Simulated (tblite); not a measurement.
# C4H12B2ClP: the cost of one run

Programs: tblite 0.8.0 and PySCF 2.14.0, with density-fitted response routines of our own. Each step states its level of theory. These are calculated values for one molecule in the gas phase, unless marked as measured. Atoms count from 0, in the outputs and in this text.

## Step 1: The molecule as given

20 atoms, charge 0, multiplicity 1; geometry from: force field or distance geometry start.

Bonds of the start (Å): B0–P1 1.95, P1–B2 1.91, B2–Cl3 1.86, B2–C4 1.58, C4–C5 1.51, C4–C6 1.51, C4–C7 1.53, B0–H8 1.19, B0–H9 1.18, P1–H10 1.44, C5–H11 1.12, C5–H12 1.09, C5–H13 1.12, C6–H14 1.11, C6–H15 1.10, C6–H16 1.12, C7–H17 1.10, C7–H18 1.11, C7–H19 1.10.

## Step 2: Optimising the geometry with GFN2-xTB

Job settings and geometry (Å):

```
{"job": {"kind": "relax", "xc": "GFN2-xTB", "basis": "xTB"}, "charge": 0, "multiplicity": 1}
B      3.751700    -0.182300    -0.358400
P      2.007300    -1.052900    -0.358300
B      0.697900     0.323100    -0.194300
Cl     1.271700     1.948500     0.508800
C     -0.861700     0.080200    -0.083700
C     -1.347800    -1.165000    -0.781700
C     -1.181400    -0.055700     1.383900
C     -1.505000     1.323900    -0.694700
H      3.857000     0.988000    -0.570000
H      4.550800    -0.628000     0.385600
H      1.895300    -1.803500    -1.580700
H     -2.255100    -0.864800    -1.358100
H     -0.627400    -1.588600    -1.480800
H     -1.684400    -1.902000    -0.014900
H     -0.717100     0.822800     1.879300
H     -2.262500    -0.151400     1.586500
H     -0.658100    -0.960100     1.793700
H     -0.763900     2.139600    -0.746600
H     -2.318100     1.670200    -0.022000
H     -1.854200     1.068700    -1.706300
```

The run is started by

```
> OMP_NUM_THREADS=1 python probes_run.py task.json out
```

One launch serves the whole session: the jobs run in the order shown.

**Question.** How long does this first job take on 1 thread of Arm Neoverse N1, shared host?

About 2.2 s.
